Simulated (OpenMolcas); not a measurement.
**Re³⁺ among point charges: CASSCF and CASPT2 levels and susceptibility**

Aim: the splitting of the states of Re³⁺ in the field of 6 point charges, its lowest levels with spin-orbit coupling and its magnetic susceptibility.

Program: OpenMolcas 26.06. Level of theory: state-averaged CASSCF and CASPT2, spin-orbit coupling by RASSI with atomic mean-field integrals. These are calculated values, not measurements, unless marked.

### Step 1. The system

```
Species                           : Re³⁺ (rhenium, Z = 75, 72 electrons)
Basis                             : ANO-RCC-VDZP [7s6p4d2f1g], 68 functions
Scalar Hamiltonian                : DKH2, point nucleus
Inactive shells                   : 1s 2s 2p 3s 3p 3d 4s 4p 4d 4f 5s 5p
Active space                      : 4 electrons in 5 orbitals (5d)
Some configurations of this space : 5d⁴
Orbitals                          : optimised for each spin and parity, averaged over all roots
```

Outer shells as boxes (Hund's rule):

5d4
```
5d [↑ ][↑ ][↑ ][↑ ][  ]
```

The ion sits among 6 point charges of -1.5 e arranged as a tetragonal octahedron (D4h), 2.36 Å from the ion, with the axial distance 2.572 Å.

Each step is its own input file, run in one work folder so that later steps find the files of earlier ones. Labels, J, g values, rates, χT and fits are worked out afterwards by a script from the matrices that RASSI stores. The input lists half of the charges; inversion (Group=XYZ) makes the rest.

### Step 2. Basis and integrals

Input file a.inp:

```
&GATEWAY
Coord
1

Re 0.0 0.0 0.0
Basis=ANO-RCC-VDZP
Group=XYZ
NoMove
AngMom=0.0 0.0 0.0
AMFI
XField
3 Angstrom 0
2.360000 0.000000 0.000000 -1.500000
0.000000 2.360000 0.000000 -1.500000
0.000000 0.000000 2.572400 -1.500000
&SEWARD
```

Started as:

```bash
$ OMP_NUM_THREADS=1 MOLCAS_MEM=1689 MOLCAS_PROJECT=a pymolcas a.inp > a.log
```

### Step 3. Reference wave functions, quintets of even parity, 5 roots

Input file a.inp:

```
&RASSCF
FileOrb=start.orb
Symmetry=1
Spin=5
nActEl=4 0 0
Inactive=15 19
Ras2=5 0
CIRoot=5 5 1
SDav=5
CIMx=300
Iter=120 100
PrWF=0.3
OrbListing=Nothing
MaxOrb=0
>>> COPY $Project.JobIph JOB001
```

start.orb holds the contracted functions of the basis, ordered by shell, or the orbitals of the step before.

### Step 4. Reference wave functions, triplets of even parity, 45 roots

Input file a.inp:

```
&RASSCF
FileOrb=start.orb
Symmetry=1
Spin=3
nActEl=4 0 0
Inactive=15 19
Ras2=5 0
CIRoot=45 45 1
SDav=45
CIMx=300
Iter=120 100
PrWF=0.3
OrbListing=Nothing
MaxOrb=0
>>> COPY $Project.JobIph JOB002
```

### Step 5. CASSCF: singlets of even parity, 50 roots

Input file a.inp:

```
&RASSCF
FileOrb=start.orb
Symmetry=1
Spin=1
nActEl=4 0 0
Inactive=15 19
Ras2=5 0
CIRoot=50 50 1
SDav=50
CIMx=300
Iter=120 100
PrWF=0.3
OrbListing=Nothing
MaxOrb=0
>>> COPY $Project.JobIph JOB003
```

### Step 6. RASSI: spin-orbit coupling between the states

Input file a.inp:

```
&RASSI
NrOfJobIphs=3 5 45 50
1 2 3 4 5
1 2 3 4 5 6 7 8 9 10 11 12 13 14 15 16 17 18 19 20 21 22 23 24 25 26 27
28 29 30 31 32 33 34 35 36 37 38 39 40 41 42 43 44 45
1 2 3 4 5 6 7 8 9 10 11 12 13 14 15 16 17 18 19 20 21 22 23 24 25 26 27
28 29 30 31 32 33 34 35 36 37 38 39 40 41 42 43 44 45 46 47 48 49 50
IphNames
JOB001
JOB002
JOB003
EJob
SpinOrbit
DIPRint=1.0
SOCoupling=1000.0
Subsets=2
Property=9
'ANGMOM' 1 'ANGMOM' 2 'ANGMOM' 3 'MLTPL  1' 1 'MLTPL  1' 2 'MLTPL  1' 3
'AMFI' 1 'AMFI' 2 'AMFI' 3
SOProperty=3
'ANGMOM' 1 'ANGMOM' 2 'ANGMOM' 3
```

### Step 7. CASPT2: IPEA 0.25, imaginary shift 0.1 (closed shells correlated: 5s 5p)

Input file a.inp:

```
>>> COPY JOB001 $Project.JobIph
&CASPT2
Multistate=5 1 2 3 4 5
NoMult
Frozen=14 16
IPEA=0.25
Imaginary=0.1
MaxIter=60
WThr=0.0 0.3 0.05
PrWF=0.5
NoMix
>>> COPY JOB002 $Project.JobIph
&CASPT2
Multistate=45 1 2 3 4 5 6 7 8 9 10 11 12 13 14 15 16 17 18 19 20 21 22
23 24 25 26 27 28 29 30 31 32 33 34 35 36 37 38 39 40 41 42 43 44 45
NoMult
Frozen=14 16
IPEA=0.25
Imaginary=0.1
MaxIter=60
WThr=0.0 0.3 0.05
PrWF=0.5
NoMix
>>> COPY JOB003 $Project.JobIph
&CASPT2
Multistate=50 1 2 3 4 5 6 7 8 9 10 11 12 13 14 15 16 17 18 19 20 21 22
23 24 25 26 27 28 29 30 31 32 33 34 35 36 37 38 39 40 41 42 43 44 45 46
47 48 49 50
NoMult
Frozen=14 16
IPEA=0.25
Imaginary=0.1
MaxIter=60
WThr=0.0 0.3 0.05
PrWF=0.5
NoMix
```

(Steps that only read results are left out.)

What does the calculation give? Wanted: spin-free ground state; first state of the same spin within the active space; lowest level; next level.

The runs gave:

| quantity | value |
| --- | --- |
| method | SS-CASPT2, IPEA 0.25, imaginary shift 0.1 (closed shells correlated: 5s 5p) |
| spin-free ground state | 5B1, 1-fold in its orbital part |
| first state of the same spin within the active space | 5A1 at 3720 cm⁻¹ |
| lowest level | 1-fold A1 |
| next level | 2121.3 cm⁻¹ |
| χT at 300 K | 0.14 cm³ K/mol |
| effective moment at 300 K | 1.06 μB |

Cost by method:

```tsv
method	time of its own steps	time with the reference
A. CASSCF	25 s	25 s
B. SS-CASPT2, IPEA 0.25, imaginary shift 0.1, +5s 5p	11 s	37 s
```

Times are of one thread on a shared host.

In words: The spin-free ground state (5B1) comes to 100 % from free-ion D terms and keeps the highest spin of the shell. χT at 300 K is 0.14, against 3.01 cm³ K/mol for the spin alone, so spin-orbit coupling lowers it. An active space of the d shell alone favours high spin; real ions in strong fields can be low spin. The field of point charges can differ much from that of real complexes. With metal d orbitals alone active, the gaps between spin states are rough; where two lie within a few thousand cm-1, their order is open. This is an electrostatic model: the charges have no orbitals.
